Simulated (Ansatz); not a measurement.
# SnSe₂, space group P-3m1: a convergence test of the plane-wave cutoff

Computed with Ansatz 0.2.0, Python API.

The script, `snse2_ecut.py`:
```python
"""Cutoff test for SnSe2."""

import warnings

import ansatz
import pandas as pd

SETTINGS = {
    "kgrid": (6, 6, 4),
    "functional": "pbesol",
    "filling": "fixed",
}


def main() -> None:
    warnings.simplefilter("ignore", ansatz.DeckWarning)

    snse2 = (
        ansatz.Lattice.of((3.811, 0.0, 0.0), (-1.9055, 3.300423, 0.0), (0.0, 0.0, 6.136))
        .atom("Sn", (0.0, 0.0, 0.0))
        .atom("Se", (1 / 3, 2 / 3, 0.249))
        .atom("Se", (2 / 3, 1 / 3, 0.751))
    )

    base = (
        snse2.calculation()
        .kpoints(*SETTINGS["kgrid"], center="gamma")
        .functional(SETTINGS["functional"])
        .occupations(SETTINGS["filling"])
    )

    rows = []
    for value in [250, 350, 450, 550]:
        data = base.basis(value).run().report
        rows.append((value, data["free_energy_ev"] / len(data["lattice"]["sites"]), data["n_iterations"], data["n_pw"]))

    table = pd.DataFrame(rows, columns=["cutoff (eV)", "F/atom (eV)", "iterations", "plane waves"])
    print(table.round(5).to_string(index=False))

    # differences from the last row
    for row in rows[:-1]:
        shift = 1000 * (row[1] - rows[-1][1])
        print(f"{row[0]}: {shift:+.2f} meV/atom" + ("  (within 5 meV)" if abs(shift) < 5 else ""))


if __name__ == "__main__":
    main()
```

```console
$ python snse2_ecut.py
 cutoff (eV)  F/atom (eV)  iterations  plane waves
         250  -5599.28406           7          687
         350  -5599.72164           6         1117
         450  -5599.72490           6         1701
         550  -5599.72543           6         2297
250: +441.38 meV/atom
350: +3.79 meV/atom  (within 5 meV)
450: +0.53 meV/atom  (within 5 meV)
```

From 350 eV on it stays within 5 meV an atom of the value at 550 eV; the first row (250 eV) is off by 441.4 meV and the last but one by 0.53 meV. The energy falls steadily, as expected when plane waves are added.

Notes:
- The starting cell is as deposited in a crystallographic database; the results hold for this polymorph, which needn't be the stable one.
- Shifts are counted from the last row, which is itself no proven limit.
- The script silences the warnings on its input, which a real study should read.
- It ran for 7.3 s on 1 thread of Arm Neoverse V2 (shared host), peak memory 0.48 GiB.
